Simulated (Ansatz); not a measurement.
# C₁₀H₁₀ClFTi: how energies converge with the basis set

The task here is to estimate one member of a computed series from the others.

Program: Ansatz 0.2.0, Gaussian basis. Level of theory: one geometry, several basis sets. These are calculated values, not measurements.

The runs, in order: PBE0-D4/def2-SVP; ωB97M-V/def2-SVP; PBE0-D4/def2-QZVPP; ωB97M-V/def2-QZVPP; the functionals' def2-TZVPP values are taken from earlier runs.

### The geometry

All runs share one geometry, relaxed beforehand with PBE0-D4 in a triple-zeta def2 set.

SMILES `[F][Ti]12345678([Cl])([C@H]9[C@@H]1[C@@H]2[C@@H]3[C@H]94)[C@H]1[C@@H]5[C@@H]6[C@@H]7[C@H]18`, 23 atoms, charge 0, spin multiplicity 1.

Atoms are counted from 1 here; the program's logs count them from 0.

Bond lengths: F1–Ti2 1.814 Å, Ti2–Cl3 2.326 Å, Ti2–C4 2.410 Å, Ti2–C5 2.359 Å, Ti2–C6 2.383 Å, Ti2–C7 2.389 Å, Ti2–C8 2.402 Å, Ti2–C9 2.368 Å, Ti2–C10 2.386 Å, Ti2–C11 2.395 Å, Ti2–C12 2.407 Å, Ti2–C13 2.377 Å, C4–C5 1.409 Å, C4–C8 1.397 Å, C4–H14 1.078 Å, C5–C6 1.418 Å, C5–H15 1.079 Å, C6–C7 1.399 Å and more. Angles: F1–Ti2–Cl3 97.4°, F1–Ti2–C4 75.8°, F1–Ti2–C5 95.4°, F1–Ti2–C6 129.4°, F1–Ti2–C7 128.0°, F1–Ti2–C8 93.8°, F1–Ti2–C9 108.4°, F1–Ti2–C10 78.5°, F1–Ti2–C11 82.6°, F1–Ti2–C12 115.3°, F1–Ti2–C13 135.1°, Cl3–Ti2–C4 110.4°, Cl3–Ti2–C5 135.9°, Cl3–Ti2–C6 114.0°, Cl3–Ti2–C7 82.0°, Cl3–Ti2–C8 80.1°, Cl3–Ti2–C9 133.6°, Cl3–Ti2–C10 124.4° and more.

The first run:

Input file in.yaml:

```yaml
crystal:
  periodic: [false, false, false]
  atoms:
    - {symbol: F, position_ang: [0.548347, -0.260241, -2.180979]}
    - {symbol: Ti, position_ang: [0.261757, -0.381512, -0.393640]}
    - {symbol: Cl, position_ang: [1.206097, -2.484290, -0.079911]}
    - {symbol: C, position_ang: [-1.936971, -0.583793, -1.359757]}
    - {symbol: C, position_ang: [-1.924902, 0.500258, -0.460019]}
    - {symbol: C, position_ang: [-1.742172, -0.023600, 0.845437]}
    - {symbol: C, position_ang: [-1.576395, -1.408109, 0.734732]}
    - {symbol: C, position_ang: [-1.694210, -1.754445, -0.636743]}
    - {symbol: C, position_ang: [0.652988, 1.745547, 0.571464]}
    - {symbol: C, position_ang: [1.506800, 1.648461, -0.539568]}
    - {symbol: C, position_ang: [2.435223, 0.620194, -0.289738]}
    - {symbol: C, position_ang: [2.171355, 0.098285, 0.990524]}
    - {symbol: C, position_ang: [1.062220, 0.776279, 1.521833]}
    - {symbol: H, position_ang: [-1.996641, -0.507491, -2.433717]}
    - {symbol: H, position_ang: [-2.065133, 1.538957, -0.717738]}
    - {symbol: H, position_ang: [-1.714248, 0.548857, 1.758879]}
    - {symbol: H, position_ang: [-1.357583, -2.092681, 1.539312]}
    - {symbol: H, position_ang: [-1.557934, -2.740963, -1.049157]}
    - {symbol: H, position_ang: [-0.165185, 2.439454, 0.684036]}
    - {symbol: H, position_ang: [1.413723, 2.203465, -1.460240]}
    - {symbol: H, position_ang: [3.171084, 0.247826, -0.985160]}
    - {symbol: H, position_ang: [2.689138, -0.724360, 1.454641]}
    - {symbol: H, position_ang: [0.612660, 0.593934, 2.485506]}
basis:
  gaussian: {orbitals: def2-SVP}
hamiltonian: {xc: pbe0, dispersion: d4}
output: {orbitals: {seedname: orbitals}}
```

On the command line:

```sh
> ansatz run in.yaml --threads 11 --pin off --events-out ev --progress --plain --max-ram 174080MiB --backend cpu
```

Among the steps run: PBE0-D4 in def2-SVP; ωB97M-V in def2-SVP; PBE0-D4 in def2-QZVPP; ωB97M-V in def2-QZVPP.

One of the session's tables, all rows but one given; the rest of the session is left out.

It belongs to the step «Functionals by basis». 

```
functional       basis  HOMO (eV)  LUMO (eV)
   PBE0-D4    def2-SVP          ?          ?
   PBE0-D4  def2-TZVPP      -6.68      -2.03
   PBE0-D4  def2-QZVPP      -6.70      -2.05
   ωB97M-V    def2-SVP      -8.65       0.16
   ωB97M-V  def2-TZVPP      -8.73       0.13
   ωB97M-V  def2-QZVPP      -8.74       0.08
```

**Question.** Estimate the row for PBE0-D4, def2-SVP.

As computed: HOMO (eV): -6.63; LUMO (eV): -2.04. In the column «HOMO (eV)» it is the highest.
